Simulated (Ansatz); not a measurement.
# MgS: the cost of one run

Method: DFT PBEsol, all-electron LAPW, scalar-relativistic unless said, in Ansatz 0.2.0.

### Step 1. Starting point

It takes space group Fm-3m (No. 225, cubic). Conventional cell: a = 5.182 Å, b = 5.182 Å, c = 5.182 Å, α = 90.00°, β = 90.00°, γ = 90.00°. Around Mg (site symmetry m-3m) lie 6 S at 2.59 Å. Around S (site symmetry m-3m) lie 6 Mg at 2.59 Å.

As a file:

```cif
data_structure
_symmetry_space_group_name_H-M 'P 1'
_symmetry_Int_Tables_number 1
_cell_length_a 3.6642
_cell_length_b 3.6642
_cell_length_c 3.6642
_cell_angle_alpha 60.000
_cell_angle_beta 60.000
_cell_angle_gamma 90.000
_cell_volume 34.79
loop_
_atom_site_label
_atom_site_type_symbol
_atom_site_fract_x
_atom_site_fract_y
_atom_site_fract_z
_atom_site_occupancy
Mg1 Mg 0.00000 0.00000 0.00000 1
S1 S 0.50000 0.50000 0.00000 1
```

Cartesian axes are those of the input's lattice vectors. The structure goes back to a database entry.

### Step 2. Reference run, fine mesh, LAPW

input.yaml reads:

```yaml
crystal:
  lattice:
    - [2.59096102079, 2.59096102079, 0.0]
    - [-2.59096102079, 2.59096102079, 0.0]
    - [0.0, 2.59096102079, 2.59096102079]
  atoms:
    - { symbol: Mg, position: [0.0, 0.0, 0.0] }
    - { symbol: S, position: [0.5, 0.5, 0.0] }
kpoints:
  mp_grid: { grid: [8, 8, 8] }
scf:
  occupations: { method: fixed }
hamiltonian:
  xc: pbesol
  pseudopotentials: { kind: all_electron, lapw: { basis_error: 0.001 } }
output:
  forces: true
  stress: true
  eigenvalues: true
  eigenstates:
    nscf_kmesh: { grid: [12, 12, 12] }
    de_dk: true
    e_range: [-9, 12.72693247237]
checkpoint:
  write: ck
  write_wavefunctions: false
```

Started as:

```bash
> ansatz run input.yaml --threads 1 --pin off --max-ram 3072MiB --backend cpu --events-out ev --progress --plain --runs-dir out
```

**Question.** How long does this run take on 1 thread of Arm Neoverse V1, shared host, and how much memory does it need?

About 7.8 s, with a peak of 0.24 GiB.
